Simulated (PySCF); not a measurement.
# C2H8Ge2S: magnetic properties

One table from this session's results is given with a row withheld; the runs are named, their logs left out.

Computed with PySCF 2.14.0 and routines of our own; the level stands in each step. Atoms count from 0.

### The system as given

13 atoms, charge 0, multiplicity 1; geometry from: PBE0-D3(BJ)/def2-SVP.

Set-up of the first run:

The job: settings as JSON, then the geometry in Å.

```
{"job": {"kind": "mag", "xc": "PBE0", "basis": "pcSseg-1"}, "charge": 0, "multiplicity": 1}
C     -2.085482    -0.332269    -0.767077
C     -1.157546    -0.653847     0.356677
S     -1.067251    -2.115971     1.060553
Ge     0.091860     0.751587     0.963179
Ge     2.187411     0.290096    -0.161451
H     -1.526179     0.090991    -1.619687
H     -2.794614     0.453243    -0.451400
H     -2.646292    -1.218808    -1.095325
H      0.232615     0.665033     2.489256
H     -0.432106     2.151124     0.565562
H      3.230474     1.388525     0.114680
H      1.940332     0.217600    -1.680490
H      2.738336    -1.063990     0.315566
```

With the program's defaults for keys left out, this is: GIAO PBE0/pcSseg-1 magnetisability, rotational g tensor and spin-rotation constants, non-relativistic, gas phase.

On the command line:

```console
$ OMP_NUM_THREADS=1 python excited_run.py task.json out
```

The driver reads the jobs from task.json and runs them one after another.

Among the steps run: Magnetic properties: GIAO PBE0/pcSseg-1; Magnetic properties: GIAO CAM-B3LYP/pcSseg-1; Magnetic properties: GIAO HF/pcSseg-1; Magnetic properties: GIAO X3LYP/pcSseg-1; Magnetic properties: GIAO B97-2/pcSseg-1; Magnetic properties: GIAO BHandHLYP/pcSseg-1.

One table of the session follows, with a row left open; its other results are not shown here.

```
                  level  gap (eV)
     GIAO PBE0/pcSseg-1      3.93
GIAO CAM-B3LYP/pcSseg-1      6.39
       GIAO HF/pcSseg-1     10.25
    GIAO X3LYP/pcSseg-1      3.68
    GIAO B97-2/pcSseg-1      3.64
GIAO BHandHLYP/pcSseg-1         ?
```

Q: Estimate the row for GIAO BHandHLYP/pcSseg-1 from the others.

**Answer.** gap (eV): 6.04. In the column «gap (eV)» it lies between GIAO PBE0/pcSseg-1 (3.93) and GIAO CAM-B3LYP/pcSseg-1 (6.39).

To keep in mind: Vibrational averaging and real surroundings are missing from these values.
